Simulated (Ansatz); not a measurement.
The system is CdNiSe3.

```
Cd Ni Se
1.0
     4.76738    0.00000    0.00000
     0.00000    4.76738    0.00000
     0.00000    0.00000    4.76738
Cd Ni Se
1 1 3
Cartesian
  2.3837 2.3837 2.3837
  0.0000 0.0000 0.0000
  2.3837 0.0000 0.0000
  0.0000 2.3837 0.0000
  0.0000 0.0000 2.3837
```

The cell was built by a generator and needn't be a form met in nature.

| Quantity | Value |
| --- | --- |
| Program | Ansatz 0.2.0 |
| Task | relaxation of cell and atoms |
| Functional | LDA |
| Potentials or basis | Ansatz PAW |
| Cutoff | 420 eV (not typed: the program's choice for these potentials) |
| k mesh | 5 × 5 × 5 |
| Occupations | fermi-dirac, width 0.05 eV |
| Spin | collinear spin, ferromagnetic start |
| Starting moments | [0.0, 1.0, 0.0, 0.0, 0.0] μB |

At the start: volume 21.67 Å³/atom.

Question: How do energy, volume and symmetry change on relaxing?

Answer: It ends after 5 steps and the volume is 19.85 Å³/atom (-8.4 %); space group Pm-3m (No. 221, to 0.05 Å); moment 0.00 μB per cell.

Step by step:
| step | energy change (eV) | largest force (eV/Å) | volume (Å³) |
| --- | --- | --- | --- |
| 1 | 0.0000 | 0.0000 | 108.35 |
| 2 | -0.1877 | 0.0000 | 100.36 |
| 3 | -0.1913 | 0.0000 | 99.02 |
| 4 | -0.1914 | 0.0000 | 99.23 |
| 5 | -0.1893 | 0.0000 | 99.23 |

Final structure:
```yaml
crystal:
  lattice:
    - [4.62968, 0.00000, 0.00000]
    - [0.00000, 4.62968, 0.00000]
    - [0.00000, 0.00000, 4.62968]
  atoms:
    - { symbol: Cd, position: [0.50000, 0.50000, 0.50000] }
    - { symbol: Ni, position: [0.00000, 0.00000, 0.00000] }
    - { symbol: Se, position: [0.50000, 0.00000, 0.00000] }
    - { symbol: Se, position: [0.00000, 0.50000, 0.00000] }
    - { symbol: Se, position: [0.00000, 0.00000, 0.50000] }
```

Caveat: the plane-wave basis is chosen anew once the cell has moved, so the energies of steps on either side of that aren't comparable; the PAW data sets come from PBE, with cores solved anew for the run's functional, which leaves a small shift of forces and pressure; the starting moments weren't kept.
